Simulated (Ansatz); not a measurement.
# BH6NO2Si: the cost of one run

The runs use Ansatz 0.2.0, Gaussian basis; revPBE/def2-SVP.

## 1. The relaxed structure

An earlier PBE0-D4 in a triple-zeta def2 set relaxation fixed the geometry.

SMILES `N[SiH2]B(O)O`, 11 atoms, charge 0, spin multiplicity 1.

Atoms are counted from 1 here; the program's logs count them from 0.

Bond lengths: N1–Si2 1.744 Å, N1–H6 1.010 Å, N1–H7 1.009 Å, Si2–B3 2.037 Å, Si2–H8 1.491 Å, Si2–H9 1.498 Å, B3–O4 1.359 Å, B3–O5 1.360 Å, O4–H10 0.965 Å, O5–H11 0.958 Å. Angles: Si2–N1–H6 117.7°, Si2–N1–H7 118.0°, H6–N1–H7 109.2°, N1–Si2–B3 103.3°, N1–Si2–H8 105.7°, N1–Si2–H9 115.0°, B3–Si2–H8 112.4°, B3–Si2–H9 114.0°, H8–Si2–H9 106.3°, Si2–B3–O4 115.1°, Si2–B3–O5 128.4°, O4–B3–O5 116.5°, B3–O4–H10 110.5°, B3–O5–H11 113.5°.

## 2. Dynamics

in.yaml

```yaml
crystal:
  periodic: [false, false, false]
  atoms:
    - {symbol: N, position_ang: [0.845560, 0.225939, 1.516523]}
    - {symbol: Si, position_ang: [-0.639332, -0.033725, 0.639000]}
    - {symbol: B, position_ang: [-0.035305, -0.064635, -1.306505]}
    - {symbol: O, position_ang: [1.196743, 0.460639, -1.536134]}
    - {symbol: O, position_ang: [-0.704181, -0.539022, -2.391811]}
    - {symbol: H, position_ang: [1.497898, -0.543054, 1.573924]}
    - {symbol: H, position_ang: [0.791287, 0.682399, 2.414746]}
    - {symbol: H, position_ang: [-1.501061, 1.142935, 0.946495]}
    - {symbol: H, position_ang: [-1.417920, -1.244059, 1.054973]}
    - {symbol: H, position_ang: [1.588989, 0.773828, -0.712004]}
    - {symbol: H, position_ang: [-1.557376, -0.918243, -2.178607]}
basis:
  gaussian: {orbitals: def2-SVP}
hamiltonian: {xc: {name: revPBE}}
md: {timestep: 2 fs, n_steps: 20, ensemble: nvt_nose_hoover, temperature: 500, initial_velocities: maxwell_boltzmann, seed: 687}
```

Command:

```bash
$ ansatz run in.yaml --threads 4 --pin off --events-out ev --progress --plain --max-ram 10444MiB
```

**Question.** How long does this run take on 4 threads of Arm Neoverse V2, shared host, and how much memory does it need?

About 18 s, with a peak of 0.49 GiB.
